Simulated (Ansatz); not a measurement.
# MnCoGe: the cost of one run

Computed with Ansatz 0.2.0 (DFT LDA, scalar-relativistic, plane waves, PAW, unless a step's input says otherwise).

### 1 The system as given

It takes space group P6_3/mmc (No. 194, hexagonal). The conventional cell has a = 3.974 Å, b = 3.974 Å, c = 4.946 Å, α = 90.00°, β = 90.00°, γ = 120.00°. Mn (site symmetry -3m) has 2 Mn at 2.47 Å and 6 Co at 2.61 Å and 6 Ge at 2.61 Å as nearest neighbours. Co (site symmetry -6m2) has 5 Ge at 2.29 to 2.47 Å and 6 Mn at 2.61 Å as nearest neighbours. Around Ge (site symmetry -6m2) lie 5 Co at 2.29 to 2.47 Å and 6 Mn at 2.61 Å.

Structure file:

```cif
data_structure
_symmetry_space_group_name_H-M 'P 1'
_symmetry_Int_Tables_number 1
_cell_length_a 3.9741
_cell_length_b 3.9741
_cell_length_c 4.9458
_cell_angle_alpha 90.000
_cell_angle_beta 90.000
_cell_angle_gamma 120.000
_cell_volume 67.65
loop_
_atom_site_label
_atom_site_type_symbol
_atom_site_fract_x
_atom_site_fract_y
_atom_site_fract_z
_atom_site_occupancy
Mn1 Mn 0.00000 0.00000 0.00000 1
Mn2 Mn 0.00000 0.00000 0.50000 1
Co1 Co 0.33333 0.66667 0.75000 1
Co2 Co 0.66667 0.33333 0.25000 1
Ge1 Ge 0.66667 0.33333 0.75000 1
Ge2 Ge 0.33333 0.66667 0.25000 1
```

An earlier run at LDA left this cell at 11.275 Å³/atom and 0.00 GPa (12×12×8 mesh).

Volume factors to run: 0.980, 1.020, 0.960, 1.040.

### 2 Volume × 0.980

The input, input.yaml:

```yaml
crystal:
  lattice:
    - [3.9474526016, 0.0, 0.0]
    - [-1.9737263008, 3.4185942332, 0.0]
    - [0.0, 0.0, 4.9125969707]
  atoms:
    - { symbol: Mn, position: [0.0, 0.0, 0.0], spin: 2.34 }
    - { symbol: Mn, position: [0.0, 0.0, 0.5], spin: 2.34 }
    - { symbol: Co, position: [0.3333333333, 0.6666666667, 0.75], spin: 0.4 }
    - { symbol: Co, position: [0.6666666667, 0.3333333333, 0.25], spin: 0.4 }
    - { symbol: Ge, position: [0.6666666667, 0.3333333333, 0.75] }
    - { symbol: Ge, position: [0.3333333333, 0.6666666667, 0.25] }
basis:
  ecutwfc: 420
  ecutrho_ratio: 4
kpoints:
  mp_grid: { grid: [12, 12, 8] }
hamiltonian:
  xc: lda
scf:
  occupations: { method: gaussian, width: 0.05 }
output:
  forces: true
  stress: true
  eigenvalues: true
  populations: true
magnetization:
  spin_polarized: true
relax:
  f_tol: 0.01
  max_steps: 40
  cell: { stress_tol: 0.1, fix: [volume] }
```

Run with:

```
$ ansatz run input.yaml --threads 2 --pin off --max-ram 5120MiB --backend cpu --events-out ev --progress --plain --runs-dir out
```

**Question.** How long does this run take on 2 threads of AMD EPYC 9R45 (Zen 5), shared host, and how much memory does it need?

About 39 s, with a peak of 0.91 GiB.
